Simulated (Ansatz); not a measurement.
# Si₂SbH₇: basis-set convergence

One table from this session's results is given with a row withheld; the runs are named, their logs left out.

Program: Ansatz 0.2.0, Gaussian basis. Level of theory: one geometry, several basis sets. These are calculated values, not measurements.

Plan: PBE0-D4/def2-SVP; ωB97M-V/def2-SVP; PBE0-D4/def2-QZVPP; ωB97M-V/def2-QZVPP; the functionals' def2-TZVPP values are taken from earlier runs.

## Structure used throughout

An earlier PBE0-D4 in a triple-zeta def2 set relaxation fixed the geometry. Sb takes the def2 core potential; no spin-orbit term is included.

SMILES `[SiH3][SbH][SiH3]`, 10 atoms, charge 0, spin multiplicity 1.

Atoms are counted from 1 here; the program's logs count them from 0.

Bond lengths: Si1–Sb2 2.570 Å, Si1–H4 1.486 Å, Si1–H5 1.487 Å, Si1–H6 1.487 Å, Sb2–Si3 2.570 Å, Sb2–H7 1.710 Å, Si3–H8 1.486 Å, Si3–H9 1.487 Å, Si3–H10 1.487 Å. Angles: Sb2–Si1–H4 112.5°, Sb2–Si1–H5 109.6°, Sb2–Si1–H6 108.1°, H4–Si1–H5 109.1°, H4–Si1–H6 108.9°, H5–Si1–H6 108.7°, Si1–Sb2–Si3 90.1°, Si1–Sb2–H7 91.3°, Si3–Sb2–H7 91.3°, Sb2–Si3–H8 112.4°, Sb2–Si3–H9 109.6°, Sb2–Si3–H10 108.1°, H8–Si3–H9 109.1°, H8–Si3–H10 108.9°, H9–Si3–H10 108.7°.

Set-up of the first run:

Input file in.yaml:

```yaml
crystal:
  periodic: [false, false, false]
  atoms:
    - {symbol: Si, position_ang: [-1.279532, 1.037817, -0.782433]}
    - {symbol: Sb, position_ang: [1.274280, 0.947575, -0.512599]}
    - {symbol: Si, position_ang: [1.037084, -1.004822, 1.141132]}
    - {symbol: H, position_ang: [-1.879455, -0.310309, -0.960575]}
    - {symbol: H, position_ang: [-1.626686, 1.883060, -1.955239]}
    - {symbol: H, position_ang: [-1.851824, 1.662094, 0.440018]}
    - {symbol: H, position_ang: [1.413120, -0.134675, -1.828974]}
    - {symbol: H, position_ang: [0.088899, -2.043390, 0.660180]}
    - {symbol: H, position_ang: [2.367041, -1.629079, 1.369081]}
    - {symbol: H, position_ang: [0.540072, -0.459373, 2.432309]}
basis:
  gaussian: {orbitals: def2-SVP}
hamiltonian: {xc: pbe0, dispersion: d4}
output: {orbitals: {seedname: orbitals}}
```

Steps of the session up to this table: PBE0-D4 in def2-SVP; ωB97M-V in def2-SVP; PBE0-D4 in def2-QZVPP; ωB97M-V in def2-QZVPP.

One of the session's tables, all rows but one given; the rest of the session is left out.

It belongs to the step «Density functionals: the series». 

```
functional       basis  HOMO (eV)
   PBE0-D4    def2-SVP          ?
   PBE0-D4  def2-TZVPP      -7.16
   PBE0-D4  def2-QZVPP      -7.17
   ωB97M-V    def2-SVP      -9.07
   ωB97M-V  def2-TZVPP      -9.11
   ωB97M-V  def2-QZVPP      -9.12
```

Q: Estimate the row for PBE0-D4, def2-SVP from the others.

The run gave: HOMO (eV): -7.15. In the column «HOMO (eV)» it is the highest.
